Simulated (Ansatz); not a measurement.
# CH₅FGeSSi: a ladder of functionals and wavefunction methods

One table from this session's results is given with a row withheld; the runs are named, their logs left out.

The runs use Ansatz 0.2.0, Gaussian basis; functionals in def2-TZVPP, the program's frozen cores in correlated methods.

Levels to be run: PBE-D4, r2SCAN-D4, PBE0-D4, B3LYP-D4, ωB97X-V, ωB97M-V, B2PLYP; CCSD(T)/def2-TZVPP; MP2/def2-QZVPP; extrapolation to the limit.

**The geometry**

The geometry comes from an earlier relaxation with PBE0-D4 in a triple-zeta def2 set; it is a stationary point, not always the lowest conformer.

10 atoms, charge 0, spin multiplicity 1.

Atoms are counted from 1 here; the program's logs count them from 0.

Bond lengths: F1–Si2 1.597 Å, Si2–Ge3 2.363 Å, Si2–C4 1.831 Å, Si2–S5 2.073 Å, Ge3–H6 1.535 Å, Ge3–H7 1.534 Å, Ge3–H8 1.534 Å, C4–S5 1.878 Å, C4–H9 1.086 Å, C4–H10 1.087 Å. Angles: F1–Si2–Ge3 110.5°, F1–Si2–C4 117.0°, F1–Si2–S5 118.8°, Ge3–Si2–C4 124.2°, Ge3–Si2–S5 120.2°, C4–Si2–S5 57.1°, Si2–Ge3–H6 110.6°, Si2–Ge3–H7 107.6°, Si2–Ge3–H8 109.7°, H6–Ge3–H7 109.8°, H6–Ge3–H8 109.4°, H7–Ge3–H8 109.8°, Si2–C4–S5 67.9°, Si2–C4–H9 121.8°, Si2–C4–H10 118.9°, S5–C4–H9 113.1°, S5–C4–H10 112.4°, H9–C4–H10 113.5° and more.

Set-up of the first run:

Contents of in.yaml:

```yaml
crystal:
  periodic: [false, false, false]
  atoms:
    - {symbol: F, position_ang: [-2.196679, 0.063123, 0.465047]}
    - {symbol: Si, position_ang: [-0.721546, 0.152570, -0.140252]}
    - {symbol: Ge, position_ang: [0.604140, -1.640554, 0.642017]}
    - {symbol: C, position_ang: [-0.073844, 1.825327, -0.509413]}
    - {symbol: S, position_ang: [-0.477207, 0.864278, -2.072079]}
    - {symbol: H, position_ang: [0.485469, -1.774174, 2.167069]}
    - {symbol: H, position_ang: [2.058933, -1.342818, 0.257708]}
    - {symbol: H, position_ang: [0.148314, -2.946724, -0.020671]}
    - {symbol: H, position_ang: [0.981093, 2.064395, -0.416412]}
    - {symbol: H, position_ang: [-0.725672, 2.683375, -0.370214]}
basis:
  gaussian: {orbitals: def2-TZVPP}
hamiltonian: {xc: pbe, dispersion: d4}
output: {forces: true, orbitals: {seedname: orbitals}}
```

Command:

```bash
ansatz run in.yaml --threads 4 --pin off --events-out ev --progress --plain --max-ram 10444MiB
```

Among the steps run: PBE-D4 (GGA); r2SCAN-D4 (meta-GGA); PBE0-D4 (hybrid); B3LYP-D4 (hybrid); ωB97X-V (range-separated); ωB97M-V (range-separated); B2PLYP (double hybrid); CCSD(T) in def2-TZVPP; MP2 in def2-QZVPP.

One of the session's tables, all rows but one given; the rest of the session is left out.

| method | atomisation energy (kJ/mol) |
| --- | --- |
| PBE-D4 | ? |
| r2SCAN-D4 | 3385.6 |
| PBE0-D4 | 3354.4 |
| B3LYP-D4 | 3332.7 |
| ωB97X-V | 3387.9 |
| ωB97M-V | 3362.7 |
| B2PLYP | 3304.3 |
| HF/def2-TZVPP | 2417.4 |
| MP2/def2-TZVPP | 3330.5 |
| CCSD/def2-TZVPP | 3220.6 |
| CCSD(T)/def2-TZVPP | 3278.5 |
| MP2/CBS | 3424.4 |
| CCSD(T)/CBS | 3372.4 |

Q: Estimate the row for PBE-D4 from the others.

As computed: atomisation energy (kJ/mol): 3405.0. In the column «atomisation energy (kJ/mol)» it lies between ωB97X-V (3387.9) and MP2/CBS (3424.4).

To keep in mind: Free atoms (1 F, 1 Si, 1 Ge, 1 C, 1 S, 5 H) were run apart at each level; the atomisation energy is their sum less the molecule, without zero-point or spin-orbit terms.
